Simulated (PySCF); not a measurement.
OKH, in a box:

```
CELL_PARAMETERS angstrom
12.00000 0.00000 0.00000
0.00000 10.00000 0.00000
0.00000 0.00000 11.00000
ATOMIC_POSITIONS crystal
O 0.45544 0.51236 0.47684
K 0.61614 0.47612 0.56923
H 0.38603 0.52808 0.43695
```

Base run:

| Item | Value |
| --- | --- |
| Program | PySCF 2.14.0 |
| Functional | PW91 |
| Dispersion | D3(BJ) |
| Potentials or basis | 6-31g* (all-electron) |
| k mesh | 1 × 1 × 1 |
| Occupations | fixed |
| Spin | no spin polarisation |

Its results: gap between the frontier levels 0.95 eV.

**Question.** After a change of settings the same cell gave: gap between the frontier levels 0.73 eV. Which change was it?
A. functional from PW91 to CAM-B3LYP; dispersion from D3(BJ) to none
B. functional from PW91 to PBE50; dispersion from D3(BJ) to none
C. functional from PW91 to OLYP; dispersion from D3(BJ) to D3

**Answer.** C.

Caveats: this is a molecule in a periodic box at the Γ point, so its band gap is the HOMO-LUMO gap; the basis of atomic orbitals isn't converged, which shifts pressures, moduli and gaps.

Runs at the PBE level aren't shown here.
